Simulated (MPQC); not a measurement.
# CuCl (cuprous chloride): levels of theory compared

Wanted: a comparison of 4 runs (HF/def2-SVP, PBE0/def2-SVP, BLYP/6-31G*, PBE0/6-31G*) of CuCl (cuprous chloride). 

The results are computed with MPQC 2.3.1.

3 further runs of the same task are left out: 3 that didn't finish.

## Step 1: Starting point

CuCl: 2 atoms, total charge 0, spin state singlet. SMILES: `[Cl][Cu]`. The coordinates come from a PBE0-D4/def2-TZVP relaxation.

Bond lengths: Cl1–Cu2 2.076 Å.

## Step 2: Energy and forces at HF/def2-SVP (run 1)

Contents of mol.in:

```
% ClCu
molecule<Molecule>: (
  symmetry = c1
  unit = bohr
  { atoms geometry } = {
    Cl [ 1.69754098 -0.65233346 0.84357374 ]
    Cu [ -1.64179406 0.53857195 -0.83601484 ]
  }
)
basis<GaussianBasisSet>: (
  name = "def2-SVP"
  molecule = $:molecule
  basisdir = "."
  puream = yes
)
mpqc: (
  checkpoint = no
  savestate = no
  restart = no
  do_energy = yes
  do_gradient = yes
  optimize = no
  mole<CLHF>: (
    molecule = $:molecule
    basis = $:basis
    total_charge = 0
    memory = 1000000000
    print_evals = yes
    maxiter = 120
    value_accuracy = 1e-08
    guess_wavefunction<ExtendedHuckelWfn>: (
      molecule = $:molecule
      total_charge = 0
      multiplicity = 1
      basis<GaussianBasisSet>: (
        name = "STO-3G"
        molecule = $:molecule
      )
    )
  )
)
```

The basis set def2-SVP is read from a file made from the Basis Set Exchange's data (not shown).

Started as:

```console
$ mpqc mol.in > mol.out
```

Output:

```text
MPQC: Massively Parallel Quantum Chemistry
[...]
  CLSCF::init: total charge = 0
[...]
  nbasis = 49
[...]
  iter     1 energy = -1917.3850500760 delta = 2.61057e-01
[...]
  LUMO is    24   A =   0.008233
  total scf energy = -2098.1004888601
[...]
Value of the MolecularEnergy: -2098.1004888601
  Gradient of the MolecularEnergy:
      1   -0.0221454972
      2    0.0078977378
      3   -0.0111385422
      4    0.0221454972
      5   -0.0078977378
      6    0.0111385422
  Function Parameters:
    value_accuracy    = 5.848643e-09 (1.000000e-08) (computed)
    gradient_accuracy = 5.848643e-07 (1.000000e-06) (computed)
    hessian_accuracy  = 0.000000e+00 (1.000000e-04)
[...]
      symmetry = c1
[...]
```

It took 1.6 s on 1 thread of Arm Neoverse V2, shared host; peak memory 0.091 GiB.

## Step 3: Energy and gradient at PBE0/def2-SVP (run 2)

Contents of run.in:

```
% emacs should use -*- KeyVal -*- mode
molecule<Molecule>: (
    symmetry = c1
    unit = angstrom
    { atoms geometry } = {
        Cl [ 0.898300      -0.345200       0.446400 ]
        Cu [ -0.868800       0.285000      -0.442400 ]
    }
)
basis<GaussianBasisSet>: (
    name = "def2-SVP"
    molecule = $:molecule
    basisdir = "."
    puream = yes
)
mpqc: (
    checkpoint = no
    savestate = no
    restart = no
    do_energy = yes
    do_gradient = yes
    optimize = no
    mole<CLKS>: (
        molecule = $:molecule
        basis = $:basis
        total_charge = 0
        memory = 1000000000
        print_evals = yes
        maxiter = 120
        value_accuracy = 1e-08
        functional<SumDenFunctional>: (
            a0 = 0.25
            coefs = [ 0.75 1 ]
            funcs: [ <PBEXFunctional>: () <PBECFunctional>: () ]
        )
        integrator<RadialAngularIntegrator>: ( grid = xfine )
        guess_wavefunction<ExtendedHuckelWfn>: (
            molecule = $:molecule
            total_charge = 0
            multiplicity = 1
            basis<GaussianBasisSet>: (
                name = "STO-3G"
                molecule = $:molecule
            )
        )
    )
)
```

The basis set def2-SVP is read from a file made from the Basis Set Exchange's data (not shown).

Started as:

```console
$ mpqc run.in > run.out
```

Output:

```text
MPQC: Massively Parallel Quantum Chemistry
[...]
  CLSCF::init: total charge = 0
[...]
  nbasis = 49
[...]
  WARNING: BeckeIntegrationWeight usually uses the atomic maximum
           probability radius, however this is not available for
[...]
  Integrated electron density error = 0.005293178793
  iter     1 energy = -1920.9291744601 delta = 2.61057e-01
[...]
  Integrated electron density error = 0.000000829655
  iter    18 energy = -2099.9665189789 delta = 2.05756e-07
  Integrated electron density error = 0.000000829659
  iter    19 energy = -2099.9665189788 delta = 7.94783e-08
  Integrated electron density error = 0.000000829659
  iter    20 energy = -2099.9665189787 delta = 2.42294e-08
[...]
  LUMO is    24   A =  -0.088710
  total scf energy = -2099.9665189787
[...]
  Integrated electron density error = 0.000000825010
  Total Gradient:
[...]
Value of the MolecularEnergy: -2099.9665189787
  Gradient of the MolecularEnergy:
      1   -0.0017111842
      2    0.0006335450
      3   -0.0008170463
      4    0.0017111842
      5   -0.0006335450
      6    0.0008170463
  Closed Shell Kohn-Sham (CLKS) Parameters:
    Function Parameters:
      value_accuracy    = 6.034812e-09 (1.000000e-08) (computed)
      gradient_accuracy = 6.034812e-07 (1.000000e-06) (computed)
      hessian_accuracy  = 0.000000e+00 (1.000000e-04)
[...]
        symmetry = c1
[...]
```

It took 11 s on 1 thread of Arm Neoverse V2, shared host; peak memory 0.1 GiB.

Run 3 isn't shown in full; the table further down has it.

## Step 4: Energy and gradient at PBE0/6-31G(d) (spherical functions) (run 4)

Contents of mol.in:

```
% emacs should use -*- KeyVal -*- mode
molecule<Molecule>: (
  symmetry = c1
  unit = angstrom
  { atoms geometry } = {
    Cl [ 0.898300 -0.345200 0.446400 ]
    Cu [ -0.868800 0.285000 -0.442400 ]
  }
)
basis<GaussianBasisSet>: (
  name = "6-31G*"
  molecule = $:molecule
  basisdir = "."
  puream = yes
)
mpqc: (
  checkpoint = no
  savestate = no
  restart = no
  do_energy = yes
  do_gradient = yes
  optimize = no
  mole<CLKS>: (
    molecule = $:molecule
    basis = $:basis
    total_charge = 0
    memory = 1000000000
    print_evals = yes
    maxiter = 120
    value_accuracy = 1e-08
    functional<SumDenFunctional>: (
      a0 = 0.25
      coefs = [ 0.75 1 ]
      funcs: [ <PBEXFunctional>: () <PBECFunctional>: () ]
    )
    integrator<RadialAngularIntegrator>: ( grid = xfine )
    guess_wavefunction<ExtendedHuckelWfn>: (
      molecule = $:molecule
      total_charge = 0
      multiplicity = 1
      basis<GaussianBasisSet>: (
        name = "STO-3G"
        molecule = $:molecule
      )
    )
  )
)
```

The basis set 6-31G* is read from a file made from the Basis Set Exchange's data (not shown).

Started as:

```console
$ mpqc mol.in > mol.out
```

Output:

```text
MPQC: Massively Parallel Quantum Chemistry
[...]
  CLSCF::init: total charge = 0
[...]
  nbasis = 52
[...]
  WARNING: BeckeIntegrationWeight usually uses the atomic maximum
           probability radius, however this is not available for
[...]
  Integrated electron density error = 0.003405904357
  iter     1 energy = -1922.3557489086 delta = 2.34206e-01
[...]
  Integrated electron density error = -0.000000588634
  iter    21 energy = -2099.9897876987 delta = 1.27792e-08
  Integrated electron density error = -0.000000588633
  iter    22 energy = -2099.9897876987 delta = 1.87958e-08
  Integrated electron density error = -0.000000588633
  iter    23 energy = -2099.9897876987 delta = 1.07193e-08
[...]
  LUMO is    24   A =  -0.096545
  total scf energy = -2099.9897876987
[...]
  Integrated electron density error = -0.000000596925
  Total Gradient:
[...]
Value of the MolecularEnergy: -2099.9897876987
  Gradient of the MolecularEnergy:
      1    0.0176401966
      2   -0.0062815590
      3    0.0088855454
      4   -0.0176401966
      5    0.0062815590
      6   -0.0088855454
  Closed Shell Kohn-Sham (CLKS) Parameters:
    Function Parameters:
      value_accuracy    = 4.153653e-09 (1.000000e-08) (computed)
      gradient_accuracy = 4.153653e-07 (1.000000e-06) (computed)
      hessian_accuracy  = 0.000000e+00 (1.000000e-04)
[...]
        symmetry = c1
[...]
```

Wall time 18 s (1 thread of Arm Neoverse V2, shared host); peak memory 0.15 GiB.

## Step 5: The series

| run | level | integration grid | starting guess | energy (Eh) | HOMO energy (eV) | LUMO energy (eV) | HOMO–LUMO gap (eV) | wall time |
| --- | --- | --- | --- | --- | --- | --- | --- | --- |
| 1 | HF/def2-SVP | – | huckel STO-3G | -2098.100489 | -10.01 | 0.22 | 10.23 | 1.6 s |
| 2 | PBE0/def2-SVP | xfine | huckel STO-3G | -2099.966519 | -6.82 | -2.41 | 4.41 | 11 s |
| 3 | BLYP/6-31G* (spherical functions) | xfine | STO-3G | -2100.463850 | -4.09 | -3.76 | 0.33 | 26 s |
| 4 | PBE0/6-31G* (spherical functions) | xfine | huckel STO-3G | -2099.989788 | -6.30 | -2.63 | 3.67 | 18 s |

## Step 6: What came out

```
                       quantity           value
            run 4: total energy  -2099.98979 Eh
             run 4: HOMO energy        -6.30 eV
             run 4: LUMO energy        -2.63 eV
           run 4: HOMO–LUMO gap         3.67 eV
run 4: largest force on an atom      1.066 eV/Å
```

In words: The HOMO–LUMO gap runs from 0.33 eV (BLYP/6-31G*) to 10.23 eV (HF/def2-SVP). The two ends differ in method and basis. Totals of different functionals can't be ranked against each other. All runs together took 57 s, the longest 26 s.
